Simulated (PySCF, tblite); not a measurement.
# C₄H₃F₃OS: geometry, infrared bands and NMR shifts

What infrared bands and NMR shifts should C₄H₃F₃OS (`COC(=C=S)C(F)(F)F`) show?

Computed with tblite 0.8.0 and PySCF 2.14.0, with density-fitted response routines of our own, on a single molecule in the gas phase. Atoms are numbered from 0 throughout.

**1. The molecule as given**

12 atoms, charge 0, multiplicity 1; geometry from: force field or distance geometry start.

Bonds of the start (Å): C0–O1 1.44, O1–C2 1.37, C2–C3 1.32, C3–S4 1.78, C2–C5 1.50, C5–F6 1.35, C5–F7 1.35, C5–F8 1.36, C0–H9 1.08, C0–H10 1.10, C0–H11 1.10.

**2. Optimising the geometry with GFN2-xTB**

What the job is given:

```
{"job": {"kind": "relax", "xc": "GFN2-xTB", "basis": "xTB"}, "charge": 0, "multiplicity": 1}
C      1.434200    -0.669900     0.825300
O      1.178200     0.043300    -0.396800
C     -0.119700     0.405700    -0.646600
C     -0.266600     1.121200    -1.742600
S     -0.450700     2.088100    -3.227500
C     -1.289400    -0.000600     0.203000
F     -1.401000    -1.347500     0.285900
F     -2.468600     0.465400    -0.254100
F     -1.159700     0.458100     1.478900
H      2.494900    -0.871600     0.889000
H      1.150100    -0.062000     1.692800
H      0.899400    -1.630900     0.837500
```

Launch:

```console
> OMP_NUM_THREADS=1 python probes_run.py task.json out
```

One launch serves the whole session: the jobs run in the order shown.

**Question.** This job is followed by: GFN2-xTB harmonic vibrations, gas phase; GIAO PBE0/pcSseg-1 NMR shielding, non-relativistic, gas phase. Predict these results of the whole session: strongest single infrared mode (GFN2-xTB); zero-point energy (GFN2-xTB); 13C shifts against TMS (PBE0/pcSseg-1); 1H shifts against TMS (PBE0/pcSseg-1, means over atoms taken as alike); 17O shifts against H2O (PBE0/pcSseg-1); 33S shifts against CS2 (PBE0/pcSseg-1); 19F shifts against CFCl3 (PBE0/pcSseg-1, means over atoms taken as alike).

**Answer**, as computed:

```
                                                                 quantity                          value
                                strongest single infrared mode (GFN2-xTB)          1182 cm⁻¹, 293 km/mol
                                             zero-point energy (GFN2-xTB)                  40.9 kcal/mol
                                   13C shifts against TMS (PBE0/pcSseg-1)  312.0, 138.6, 138.5, 62.5 ppm
   1H shifts against TMS (PBE0/pcSseg-1, means over atoms taken as alike)                       3.97 ppm
                                   17O shifts against H2O (PBE0/pcSseg-1)                        7.9 ppm
                                   33S shifts against CS2 (PBE0/pcSseg-1)                        746 ppm
19F shifts against CFCl3 (PBE0/pcSseg-1, means over atoms taken as alike)                      -72.8 ppm
```

In words: Over 90 steps the energy fell by 1.080 eV; of the close pairs, C3–S4 changed most, 1.781 to 1.547 Å. All 30 modes are real, so the xTB geometry is a minimum. The strongest single mode, at 1182 cm⁻¹, is carried by C2, C5, O1. Unscaled tight-binding wavenumbers are off by several per cent, some by more. Its intensities can rank the bands wrongly. At PBE0/pcSseg-1: Shielding is most anisotropic at S4 (span 1898 ppm, paramagnetic term -1299 ppm).
